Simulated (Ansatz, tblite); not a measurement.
**InH2(OH) (InH₃O): removing an electron**

The task here is to estimate one member of a computed series from the others.

Computed with Ansatz 0.2.0, Gaussian basis. Level: as each input shows.

Plan: charge +1 doublet, at the geometry of the singlet (PBE0-D4/def2-TZVP, PBE-D4/def2-TZVP, r2SCAN-D4/def2-TZVP, CCSD(T)/def2-TZVPP); charge +1 doublet, relaxed (PBE0-D4/def2-TZVP, PBE-D4/def2-TZVP); the starting singlet's energies come from earlier runs.

## The relaxed structure

The singlet was relaxed beforehand with PBE-D4/def2-TZVP.

5 atoms, charge 0, spin multiplicity 1.

Atoms are counted from 1 here; the program's logs count them from 0.

Bond lengths: In1–H2 1.716 Å, In1–H3 1.726 Å, In1–O4 2.019 Å, O4–H5 0.972 Å. Angles: H2–In1–H3 134.7°, H2–In1–O4 110.6°, H3–In1–O4 114.7°, In1–O4–H5 111.2°.

In takes a core potential in the def2 sets. No spin-orbit coupling is included.

Set-up of the first run:

File in.yaml:

```yaml
crystal:
  periodic: [false, false, false]
  atoms:
    - {symbol: In, position_ang: [0.388639, 0.493067, -0.109106]}
    - {symbol: H, position_ang: [2.090418, 0.419948, -0.319170]}
    - {symbol: H, position_ang: [-0.782475, 1.761153, -0.110323]}
    - {symbol: O, position_ang: [-0.366180, -1.352389, 0.208915]}
    - {symbol: H, position_ang: [-1.330401, -1.321779, 0.329684]}
basis:
  gaussian: {orbitals: def2-TZVP}
total_charge: 1
magnetization: {spin_polarized: true, initial_magnetization: 1}
hamiltonian: {xc: pbe0, dispersion: d4}
output: {orbitals: {seedname: orbitals}}
```

Command:

```bash
> ansatz run in.yaml --threads 4 --pin off --events-out ev --progress --plain --max-ram 3916MiB
```

Among the steps run: Charge +1 doublet at the fixed geometry, PBE0-D4/def2-TZVP; Charge +1 doublet at the fixed geometry, PBE-D4/def2-TZVP; Charge +1 doublet at the fixed geometry, r2SCAN-D4/def2-TZVP; Charge +1 doublet at the fixed geometry, CCSD(T)/def2-TZVPP.

One of the session's tables, all rows but one given; the rest of the session is left out.

It belongs to the step «Vertical ionisation energy». 

```
             method  vertical ionisation energy (eV)
      HF/def2-TZVPP                             8.86
   PBE-D4/def2-TZVP                            10.23
r2SCAN-D4/def2-TZVP                                ?
  PBE0-D4/def2-TZVP                            10.47
     MP2/def2-TZVPP                            10.91
    CCSD/def2-TZVPP                            10.50
 CCSD(T)/def2-TZVPP                            10.64
```

Estimate the missing values for r2SCAN-D4/def2-TZVP.

**Answer.** vertical ionisation energy (eV): 10.34. In the column «vertical ionisation energy (eV)» it lies between PBE-D4/def2-TZVP (10.23) and PBE0-D4/def2-TZVP (10.47).
